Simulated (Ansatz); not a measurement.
# CH₄Br₂Si: how energies converge with the basis set

An exercise on one series of results from a longer session: the logs are not shown, and one member is left open.

Method: one geometry, several basis sets; program: Ansatz 0.2.0, Gaussian basis.

The runs, in order: PBE0-D4/def2-SVP; ωB97M-V/def2-SVP; PBE0-D4/def2-QZVPP; ωB97M-V/def2-QZVPP; the functionals' def2-TZVPP values are taken from earlier runs.

## The relaxed structure

All runs share one geometry, relaxed beforehand with PBE0-D4 in a triple-zeta def2 set.

SMILES `C[SiH](Br)Br`, 8 atoms, charge 0, spin multiplicity 1.

Atoms are counted from 1 here; the program's logs count them from 0.

Bond lengths: C1–Si2 1.850 Å, C1–H5 1.093 Å, C1–H6 1.093 Å, C1–H7 1.091 Å, Si2–Br3 2.217 Å, Si2–Br4 2.217 Å, Si2–H8 1.478 Å. Angles: Si2–C1–H5 109.9°, Si2–C1–H6 109.9°, Si2–C1–H7 110.4°, H5–C1–H6 109.0°, H5–C1–H7 108.8°, H6–C1–H7 108.8°, C1–Si2–Br3 109.8°, C1–Si2–Br4 109.8°, C1–Si2–H8 113.5°, Br3–Si2–Br4 109.3°, Br3–Si2–H8 107.2°, Br4–Si2–H8 107.2°.

Coordinates:

```csv
atom,x (Å),y (Å),z (Å)
C1,-0.1076,1.0316,-0.0957
Si2,-0.0120,-0.7965,0.1703
Br3,2.0223,-1.3495,0.8553
Br4,-0.4618,-1.8548,-1.7247
H5,-1.1104,1.3071,-0.4306
H6,0.1122,1.5556,0.8374
H7,0.6137,1.3445,-0.8526
H8,-0.9641,-1.2950,1.1847
```

The first run:

Contents of in.yaml:

```yaml
crystal:
  periodic: [false, false, false]
  atoms:
    - {symbol: C, position_ang: [-0.107588, 1.031590, -0.095736]}
    - {symbol: Si, position_ang: [-0.011992, -0.796490, 0.170287]}
    - {symbol: Br, position_ang: [2.022258, -1.349549, 0.855307]}
    - {symbol: Br, position_ang: [-0.461793, -1.854844, -1.724672]}
    - {symbol: H, position_ang: [-1.110414, 1.307079, -0.430587]}
    - {symbol: H, position_ang: [0.112234, 1.555585, 0.837420]}
    - {symbol: H, position_ang: [0.613731, 1.344485, -0.852586]}
    - {symbol: H, position_ang: [-0.964134, -1.294956, 1.184668]}
basis:
  gaussian: {orbitals: def2-SVP}
hamiltonian: {xc: pbe0, dispersion: d4}
output: {orbitals: {seedname: orbitals}}
```

Among the steps run: PBE0-D4 in def2-SVP; ωB97M-V in def2-SVP; PBE0-D4 in def2-QZVPP; ωB97M-V in def2-QZVPP.

One of the session's tables, all rows but one given; the rest of the session is left out.

It belongs to the step «Functionals by basis». 

| functional | basis | HOMO (eV) | LUMO (eV) |
| --- | --- | --- | --- |
| PBE0-D4 | def2-SVP | -8.30 | 0.05 |
| PBE0-D4 | def2-TZVPP | -8.41 | -0.21 |
| PBE0-D4 | def2-QZVPP | -8.43 | -0.30 |
| ωB97M-V | def2-SVP | -10.47 | 2.09 |
| ωB97M-V | def2-TZVPP | ? | ? |
| ωB97M-V | def2-QZVPP | -10.62 | 1.48 |

Q: Estimate the row for ωB97M-V, def2-TZVPP from the others.

**Answer.** HOMO (eV): -10.60; LUMO (eV): 1.71. In the column «HOMO (eV)» it lies between ωB97M-V, def2-QZVPP (-10.62) and ωB97M-V, def2-SVP (-10.47).
